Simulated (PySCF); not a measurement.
# C3H8N2Si: electronic excitations and core binding energies

What electronic excitations and core binding energies should C3H8N2Si (`CN[Si@@H]1CC=N1`) show?

Computed with PySCF 2.14.0, with density-fitted response routines of our own, on a single molecule in the gas phase. Atoms are numbered from 0 throughout.

### Step 1. The starting structure

14 atoms, charge 0, multiplicity 1; geometry from: GFN2-xTB.

Bonds of the start (Å): C0–N1 1.44, N1–Si2 1.71, Si2–C3 1.93, C3–C4 1.49, C4–N5 1.28, N5–Si2 1.79, C0–H6 1.09, C0–H7 1.09, C0–H8 1.09, N1–H9 1.01, Si2–H10 1.46, C3–H11 1.09, C3–H12 1.09, C4–H13 1.08.

### Step 2. Ultraviolet spectrum: wB97X-D/def2-SVPD

Job settings and geometry (Å):

```
{"job": {"kind": "uv", "xc": "wB97X-D", "basis": "def2-SVPD", "nstates": 8, "ntriplets": 3}, "charge": 0, "multiplicity": 1}
C     -2.429170     0.212294     0.265334
N     -1.096503     0.733032     0.444606
Si     0.208358     0.445689    -0.621661
C      1.739699    -0.510983     0.066464
C      2.354582     0.840635    -0.063393
N      1.493100     1.683821    -0.479919
H     -2.375192    -0.710273    -0.305466
H     -2.883082    -0.003448     1.234896
H     -3.076701     0.912325    -0.271999
H     -1.087292     1.590577     0.975243
H     -0.166768     0.097144    -1.986368
H      2.231338    -1.273020    -0.534498
H      1.707263    -0.853490     1.098513
H      3.379689     1.115251     0.156082
```

Method: TDDFT wB97X-D/def2-SVPD, vertical, gas phase, core orbitals frozen in the response.

Launch:

```
OMP_NUM_THREADS=1 python probes_run.py task.json out
```

This one command runs all jobs of the session in turn.

**Question.** This job is followed by: delta-SCF UKS SCAN, pcX-2 on the ionised atom, pcseg-1 elsewhere, spin-free X2C. What will the session give for the following? lowest singlet (wB97X-D/def2-SVPD); brightest single state of those computed; lowest triplet; C1s binding energies, SCAN/pcX-2 (standing for 2 of 3 atoms); N1s binding energies, SCAN/pcX-2; Si1s binding energies, SCAN/pcX-2; Si2p binding energies, SCAN/pcX-2.

**Answer**, as computed:

| quantity | value |
| --- | --- |
| lowest singlet (wB97X-D/def2-SVPD) | 4.40 eV (282 nm), f = 0.001 |
| brightest single state of those computed | state 6, 7.05 eV, f = 0.036 |
| lowest triplet | 3.83 eV |
| C1s binding energies, SCAN/pcX-2 (standing for 2 of 3 atoms) | C0 291.77, C3 289.81 eV |
| N1s binding energies, SCAN/pcX-2 | N1 404.57, N5 403.46 eV |
| Si1s binding energies, SCAN/pcX-2 | Si2 1846.73 eV |
| Si2p binding energies, SCAN/pcX-2 | Si2 107.04 eV |

**Reading.** The lowest singlet, at 4.40 eV, is HOMO→LUMO 0.74, HOMO−1→LUMO 0.17 and is dark; of the 8 states computed, the strongest absorption comes from state 6 at 7.05 eV. The lowest triplet lies 0.57 eV below the lowest singlet (triplets in Tamm-Dancoff, singlets in full TDDFT). C0 (methyl carbon bonded to N) binds its C1s electron 1.96 eV more tightly than C3 (sp3 CH2 bonded to Si). Only 2 of the 3 C atoms are covered by sound results. The N1s levels kept as sound span 1.11 eV, from N5 (imine nitrogen) up to N1 (nitrogen bonded to C, Si, H).
